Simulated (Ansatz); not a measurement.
# C2H6BClSi: a ladder of functionals and wavefunction methods

One table from this session's results is given with a row withheld; the runs are named, their logs left out.

Method: functionals in def2-TZVPP, the program's frozen cores in correlated methods; program: Ansatz 0.2.0, Gaussian basis.

Levels to be run: PBE-D4, r2SCAN-D4, PBE0-D4, B3LYP-D4, ωB97X-V, ωB97M-V, B2PLYP; CCSD(T)/def2-TZVPP; MP2/def2-QZVPP; extrapolation to the limit.

### The geometry

An earlier PBE0-D4 in a triple-zeta def2 set relaxation fixed the geometry.

11 atoms, charge 0, spin multiplicity 1.

Atoms are counted from 1 here; the program's logs count them from 0.

Bond lengths: B1–C2 1.501 Å, B1–H6 1.199 Å, B1–H7 1.197 Å, C2–C3 1.550 Å, C2–Si4 1.895 Å, C2–H8 1.089 Å, C3–Si4 1.816 Å, C3–H9 1.086 Å, C3–H10 1.085 Å, Si4–Cl5 2.034 Å, Si4–H11 1.471 Å. Angles: C2–B1–H6 120.7°, C2–B1–H7 119.6°, H6–B1–H7 119.6°, B1–C2–C3 124.6°, B1–C2–Si4 103.6°, B1–C2–H8 119.7°, C3–C2–Si4 62.7°, C3–C2–H8 115.3°, Si4–C2–H8 109.1°, C2–C3–Si4 68.0°, C2–C3–H9 114.5°, C2–C3–H10 115.9°, Si4–C3–H9 117.6°, Si4–C3–H10 119.9°, H9–C3–H10 113.4°, C2–Si4–C3 49.3°, C2–Si4–Cl5 124.5°, C2–Si4–H11 116.7° and more.

Set-up of the first run:

Input file in.yaml:

```yaml
crystal:
  periodic: [false, false, false]
  atoms:
    - {symbol: B, position_ang: [-0.792023, -0.327731, 1.372520]}
    - {symbol: C, position_ang: [0.067497, 0.583345, 0.545632]}
    - {symbol: C, position_ang: [1.304095, 0.127389, -0.269217]}
    - {symbol: Si, position_ang: [-0.232474, -0.011724, -1.227875]}
    - {symbol: Cl, position_ang: [-1.029193, -1.817905, -1.718799]}
    - {symbol: H, position_ang: [-0.565249, -1.504150, 1.422681]}
    - {symbol: H, position_ang: [-1.748580, 0.114470, 1.940176]}
    - {symbol: H, position_ang: [-0.088968, 1.660286, 0.590816]}
    - {symbol: H, position_ang: [1.762597, -0.791546, 0.084077]}
    - {symbol: H, position_ang: [2.024166, 0.901692, -0.511807]}
    - {symbol: H, position_ang: [-0.636469, 1.008972, -2.207603]}
basis:
  gaussian: {orbitals: def2-TZVPP}
hamiltonian: {xc: pbe, dispersion: d4}
output: {forces: true, orbitals: {seedname: orbitals}}
```

Run with:

```
$ ansatz run in.yaml --threads 4 --pin off --events-out ev --progress --plain --max-ram 10444MiB
```

Among the steps run: PBE-D4 (GGA); r2SCAN-D4 (meta-GGA); PBE0-D4 (hybrid); B3LYP-D4 (hybrid); ωB97X-V (range-separated); ωB97M-V (range-separated); B2PLYP (double hybrid); CCSD(T) in def2-TZVPP; MP2 in def2-QZVPP.

One table of the session follows, with a row left open; its other results are not shown here.

It belongs to the step «Atomisation energies». 

```
            method  atomisation energy (kcal/mol)
            PBE-D4                          980.7
         r2SCAN-D4                          971.8
           PBE0-D4                          971.2
          B3LYP-D4                          961.7
           ωB97X-V                          967.3
           ωB97M-V                          968.9
            B2PLYP                          952.0
     HF/def2-TZVPP                          729.2
    MP2/def2-TZVPP                          954.7
   CCSD/def2-TZVPP                              ?
CCSD(T)/def2-TZVPP                          937.4
           MP2/CBS                          977.9
       CCSD(T)/CBS                          960.6
```

**Question.** Estimate the row for CCSD/def2-TZVPP.

The run gave: atomisation energy (kcal/mol): 923.5. In the column «atomisation energy (kcal/mol)» it lies between HF/def2-TZVPP (729.2) and CCSD(T)/def2-TZVPP (937.4).

To keep in mind: Free atoms (1 B, 2 C, 1 Si, 1 Cl, 6 H) were run apart at each level; the atomisation energy is their sum less the molecule, without zero-point or spin-orbit terms.
